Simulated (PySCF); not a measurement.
# [Y(NH2)4]−: a change of charge

Aim: at the relaxed geometry of [Y(NH2)4]−, try a change of charge. The species was built from a template and needn't be a known compound.

Computed with PySCF 2.14.0. Level: PBE0, Y def2-SVP with ECP28, N def2-SVP, H def2-SVP; scalar-relativistic core potentials, no spin–orbit coupling.

1 further run of the same task is left out (for a known fault of the program).

## (1) The system as given

13 atoms, charge -1, spin multiplicity 1.

Bond lengths: Y1–N2 2.230 Å, Y1–N5 2.230 Å, Y1–N8 2.230 Å, Y1–N11 2.230 Å, N2–H3 1.021 Å, N2–H4 1.020 Å, N5–H6 1.020 Å, N5–H7 1.021 Å, N8–H9 1.020 Å, N8–H10 1.021 Å, N11–H12 1.021 Å, N11–H13 1.020 Å. Angles: N2–Y1–N5 111.1°, N2–Y1–N8 106.3°, N2–Y1–N11 111.1°, N5–Y1–N8 111.1°, N5–Y1–N11 106.3°, N8–Y1–N11 111.1°, Y1–N2–H3 124.1°, Y1–N2–H4 130.4°, H3–N2–H4 105.3°, Y1–N5–H6 130.4°, Y1–N5–H7 124.1°, H6–N5–H7 105.3°, Y1–N8–H9 130.4°, Y1–N8–H10 124.1°, H9–N8–H10 105.3°, Y1–N11–H12 124.1°, Y1–N11–H13 130.4°, H12–N11–H13 105.3°.

Coordinates:

| atom | x (Å) | y (Å) | z (Å) |
| --- | --- | --- | --- |
| Y1 | 0.0001 | 0.0000 | 0.0000 |
| N2 | 1.3377 | 1.3189 | 1.2023 |
| H3 | 2.1996 | 1.0046 | 1.6507 |
| H4 | 1.2903 | 2.3214 | 1.3819 |
| N5 | -1.3375 | -1.2024 | 1.3189 |
| H6 | -1.2901 | -1.3819 | 2.3214 |
| H7 | -2.2000 | -1.6503 | 1.0045 |
| N8 | 1.3377 | -1.3189 | -1.2023 |
| H9 | 1.2903 | -2.3214 | -1.3819 |
| H10 | 2.1996 | -1.0046 | -1.6507 |
| N11 | -1.3375 | 1.2024 | -1.3189 |
| H12 | -2.2000 | 1.6503 | -1.0045 |
| H13 | -1.2901 | 1.3819 | -2.3214 |

Formal oxidation states: Y +3. An earlier session relaxed this geometry at PBE0, Y def2-SVP with ECP28, N def2-SVP, H def2-SVP (singlet, point group S4).

Its energy there is -261.853279 Eh.

## (2) One electron removed, multiplicity 2

The input, run.py (the lines that set the calculation):

```python
mol = gto.M(atom='''
Y      0.00006     0.00000     0.00000
N      1.33769     1.31891     1.20232
H      2.19962     1.00460     1.65067
H      1.29032     2.32137     1.38190
N     -1.33752    -1.20239     1.31891
H     -1.29015    -1.38194     2.32136
H     -2.19999    -1.65029     1.00449
N      1.33769    -1.31891    -1.20232
H      1.29032    -2.32137    -1.38190
H      2.19962    -1.00460    -1.65067
N     -1.33752     1.20239    -1.31891
H     -2.19999     1.65029    -1.00449
H     -1.29015     1.38194    -2.32136''',
    basis={'Y': 'def2-SVP', 'N': 'def2-SVP', 'H': 'def2-SVP'},
    ecp={'Y': 'def2-SVP'},
    charge=0, spin=1)
mf = dft.UKS(mol, xc='PBE0')
mf.grids.atom_grid = (50, 194)
mf = mf.density_fit()  # fitting sets: Y def2-universal-JKFIT, N def2-universal-JKFIT, H def2-universal-JKFIT
mf.conv_tol = 1e-08; mf.max_cycle = 55
mf.kernel(dm0)  # dm0: the density of the relaxed state
```

Run with:

```
OMP_NUM_THREADS=2 python run.py
```

What it wrote:

```text
init E= -261.859064871667
cycle= 1 E= -261.694021532057  delta_E= 0.165  |g|= 0.278  |ddm|= 0.621
  HOMO = -0.191484360249  LUMO = -0.189428356864  gap/eV = 0.05595
cycle= 2 E= -261.444311476989  delta_E= 0.25  |g|= 0.758  |ddm|=  1.1
  HOMO = -0.215839653842  LUMO = -0.201944201691  gap/eV = 0.37811
cycle= 3 E= -261.724539138081  delta_E= -0.28  |g|= 0.197  |ddm|= 0.947
  HOMO = -0.192341798871  LUMO = -0.186096240611  gap/eV = 0.16995
cycle= 4 E= -261.724632858609  delta_E= -9.37e-05  |g|= 0.206  |ddm|= 0.643
  HOMO = -0.196983260328  LUMO = -0.175751684083  gap/eV = 0.57774
cycle= 5 E= -261.749194267888  delta_E= -0.0246  |g|= 0.0337  |ddm|= 0.249
  HOMO = -0.20193921507  LUMO = -0.166191995995  gap/eV = 0.97273
cycle= 6 E= -261.748957565672  delta_E= 0.000237  |g|= 0.0444  |ddm|= 0.0562
  HOMO = -0.20179087266  LUMO = -0.165758703417  gap/eV = 0.98049
cycle= 7 E= -261.749493161801  delta_E= -0.000536  |g|= 0.0339  |ddm|= 0.0181
  HOMO = -0.201495354364  LUMO = -0.165444491254  gap/eV = 0.98099
cycle= 8 E= -261.749854463672  delta_E= -0.000361  |g|= 0.0248  |ddm|= 0.0217
  HOMO = -0.201469865188  LUMO = -0.164975471991  gap/eV = 0.99306
cycle= 9 E= -261.750140567363  delta_E= -0.000286  |g|= 0.0143  |ddm|= 0.0295
  HOMO = -0.201630680765  LUMO = -0.164652818588  gap/eV = 1.00622
cycle= 10 E= -261.750262908275  delta_E= -0.000122  |g|= 0.00484  |ddm|= 0.0227
  HOMO = -0.201715327234  LUMO = -0.164561170504  gap/eV = 1.01102
cycle= 11 E= -261.750277977739  delta_E= -1.51e-05  |g|= 0.000339  |ddm|= 0.00922
  HOMO = -0.201713937041  LUMO = -0.16455519046  gap/eV = 1.01114
cycle= 12 E= -261.750277998672  delta_E= -2.09e-08  |g|= 0.0003  |ddm|= 0.000294
  HOMO = -0.201718831442  LUMO = -0.164555522282  gap/eV = 1.01127
cycle= 13 E= -261.750278057736  delta_E= -5.91e-08  |g|= 3.85e-05  |ddm|= 0.000593
  HOMO = -0.201720317687  LUMO = -0.16455439305  gap/eV = 1.01134
cycle= 14 E= -261.750278058763  delta_E= -1.03e-09  |g|= 7.98e-06  |ddm|= 7.89e-05
  HOMO = -0.201720967231  LUMO = -0.164554778746  gap/eV = 1.01134
Extra cycle  E= -261.750278058315  delta_E= 4.48e-10  |g|= 2.89e-05  |ddm|= 4.03e-05
converged SCF energy = -261.750278058315  <S^2> = 0.76765269  2S+1 = 2.0175755
```

It took 6.3 s on 2 threads of Intel Xeon 6975P-C (Granite Rapids), shared host.

Read off: E = -261.750278 Eh (+2.803 eV from the relaxed state), HOMO -5.49 eV, LUMO -4.48 eV (over both spins), ⟨S²⟩ = 0.768, Mulliken charge on Y1 +0.82 e. 

## (3) Results

| state | energy from the relaxed state (eV) | ⟨S²⟩ | time |
| --- | --- | --- | --- |
| charge -1, singlet, vacuum (relaxed) | 0 | 0.00 |  |
| charge 0, doublet, vacuum | 2.80 | 0.77 | 6.3 s |

An electron taken off or put on is at rest in vacuum. 

Removing an electron vertically costs 2.80 eV (doublet), against −HOMO = 1.15 eV. These are double-zeta-type bases without diffuse functions. Spin–orbit coupling is left out.
